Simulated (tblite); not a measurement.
# C6H12O3S: the cost of one run

Programs: tblite 0.8.0 and PySCF 2.14.0. All values are calculated, for the isolated system unless a continuum is named. Atoms count from 0, parts from 1.

## 1. Starting point

22 atoms, charge 0, multiplicity 1; geometry: rigid parts in contact. Parts: 1 = atoms 0–13, `C=C[C+](C)C`, charge 1; 2 = atoms 14–21, `CS(=O)(=O)[O-]`, charge -1.

## 2. Docking the parts with GFN2-xTB

Job settings and geometry (Å):

```
{"job": {"kind": "dock", "xc": "GFN2-xTB", "basis": "xTB"}, "charge": 0, "multiplicity": 1, "parts": [{"atoms": "0-13", "charge": 1, "multiplicity": 1}, {"atoms": "14-21", "charge": -1, "multiplicity": 1}]}
C      1.971217    -0.813600    -0.316961
C      1.168422     0.221430     0.002515
C     -0.253405     0.181851     0.058205
C     -0.954014     1.419960     0.368896
C     -1.034120    -1.022322    -0.166521
H      3.043024    -0.691811    -0.326827
H      1.605612    -1.794581    -0.576746
H      1.625817     1.174990     0.237234
H     -0.857247     2.094154    -0.492026
H     -0.474789     1.964674     1.185585
H     -2.013200     1.278034     0.568320
H     -0.495074    -1.834222    -0.644207
H     -1.953899    -0.798187    -0.710474
H     -1.378344    -1.380370     0.813006
C     -0.584007    -1.270210     3.135638
S      0.473119    -2.716424     2.699306
O     -0.154976    -3.283498     1.505878
O      1.797059    -2.143152     2.456590
O      0.409212    -3.586213     3.873994
H     -0.525704    -0.563440     2.319412
H     -1.594378    -1.631012     3.269855
H     -0.195589    -0.844573     4.050505
```

Level: GFN2-xTB search for minima from random contacts, gas phase.

Command:

```bash
$ OMP_NUM_THREADS=1 python cluster_run.py task.json out
```

The driver reads the jobs from task.json and runs them one after another.

**Question.** How long does this first job take on 1 thread of Arm Neoverse N1, shared host?

About 11 s.
